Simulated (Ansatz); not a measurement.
# AlGeN (triplet): wave-function methods side by side, cc-pVDZ

One table from this session's results is given with a row withheld; the runs are named, their logs left out.

The runs use Ansatz 0.2.0, Gaussian basis; cc-pVDZ, core rule «outside noble gas», up to 20 orbitals frozen.

Plan: UHF; CCSD(T) on ROHF; CCSD(T) on UHF; BCCD(T) on ROHF; CISD as a restricted active space (open shells left free, so some higher excitations enter); CCSDT(Q) on ROHF; CCSDT(Q) on UHF; CASSCF and NEVPT2, 10 electrons in 11 orbitals.

21 further runs of the same task are left out: 8 that didn't finish, 13 set aside as unsound or not needed. Runs told in other sessions of the task aren't counted.

## The geometry

The geometry is a PBE0/def2-TZVP stationary point (not a proven minimum). No spin-orbit coupling is included. The filled d shell of Ge may be among the frozen orbitals whatever the setting's name suggests.

3 atoms, charge 0, spin multiplicity 3.

Atoms are counted from 1 here; the program's logs count them from 0.

Bond lengths: Al1–Ge2 2.636 Å, Ge2–N3 1.785 Å. Angles: Al1–Ge2–N3 126.2°.

Set-up of the first run:

in.yaml reads:

```yaml
crystal:
  periodic: [false, false, false]
  atoms:
    - {symbol: Al, position_ang: [0.000000, -0.268640, 2.130799]}
    - {symbol: Ge, position_ang: [0.000000, 0.276159, -0.448546]}
    - {symbol: N, position_ang: [0.000000, -0.914694, -1.778425]}
basis:
  gaussian: {orbitals: cc-pVDZ}
magnetization: {spin_polarized: true, initial_magnetization: 2}
hamiltonian: {xc: hf}
output: {orbitals: {seedname: orbitals}}
```

On the command line:

```console
ansatz run in.yaml --threads 1 --pin off --events-out ev --progress --plain --max-ram 2393MiB
```

Steps of the session up to this table: UHF; CCSD(T) on ROHF; CCSD(T) on UHF; BCCD(T) on ROHF; CISD as a restricted active space (open shells left free, so some higher excitations enter); CCSDT(Q) on ROHF; CCSDT(Q) on UHF; CASSCF and NEVPT2, 10 electrons in 11 orbitals.

One of the session's tables, all rows but one given; the rest of the session is left out.

It belongs to the step «Misses and costs». 

| method | from RCCSDT(Q) (meV) |
| --- | --- |
| RMP2 | +1758.2 |
| UMP2 | +1876.6 |
| RCCSD | +783.6 |
| UCCSD | +787.3 |
| RCCSD(T) | +321.0 |
| UCCSD(T) | +339.1 |
| BCCD(T) | +338.1 |
| RCCSDT | +142.8 |
| UCCSDT | +160.4 |
| RCCSDT(Q) | 0 |
| UCCSDT(Q) | +19.5 |
| CASSCF valence | +5110.3 |
| NEVPT2 valence | ? |

**Question.** Estimate the row for NEVPT2 valence.

As computed: from RCCSDT(Q) (meV): +1001.5. In the column «from RCCSDT(Q) (meV)» it lies between UCCSD (+787.3) and RMP2 (+1758.2).

Not comparable, so not listed: CISD as a restricted active space (open shells left free, so some higher excitations enter) (they don't share determinant, frozen orbitals or solution with the rows shown, or repeat one).

To keep in mind: The determinant of HF (⟨S²⟩ 2.95) is far from a pure spin state, so its energy mixes those of several spin states; that is harmless only where they are near-degenerate. Left out of the table: ROHF, UHF (another determinant or state than the rows shown). Warnings: spin contamination; coupled cluster took another determinant than the lowest; large T1 diagnostic. Restricted and unrestricted rows rest on different reference determinants; a gap between their highest levels can come from leftover correlation error, from unlike frozen cores or from another state.
